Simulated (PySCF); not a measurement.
# C4H5BrSi: the cost of one run

Computed with PySCF 2.14.0 and routines of our own; the level stands in each step. Atoms count from 0.

## 1. The system as given

11 atoms, charge 0, multiplicity 1; geometry from: GFN2-xTB.

## 2. Geometry optimisation at PBE0-D3(BJ)/def2-SVP

The job: settings as JSON, then the geometry in Å.

```
{"job": {"xc": "PBE0", "basis": "def2-SVP", "d3": "d3bj", "grid": 2, "kind": "geom"}, "charge": 0, "multiplicity": 1}
Br    -1.525786     2.681728    -0.430855
C     -0.544046     1.081967    -0.176248
C      0.793388     1.046070    -0.193720
C      1.364917    -0.273049     0.021403
C      0.505792    -1.284997     0.210047
Si    -1.266088    -0.652834     0.129623
H      1.432101     1.902470    -0.351889
H      2.440138    -0.383085     0.022137
H      0.839658    -2.294815     0.377562
H     -2.033345    -1.114022    -1.024288
H     -2.001305    -0.706762     1.390265
```

On the command line:

```
> OMP_NUM_THREADS=1 python excited_run.py task.json out
```

One launch serves the whole session: the jobs run in the order shown.

**Question.** How long does this first job take on 1 thread of Arm Neoverse V1, shared host, and how much memory does it need?

About 45 s, with a peak of 0.73 GiB.
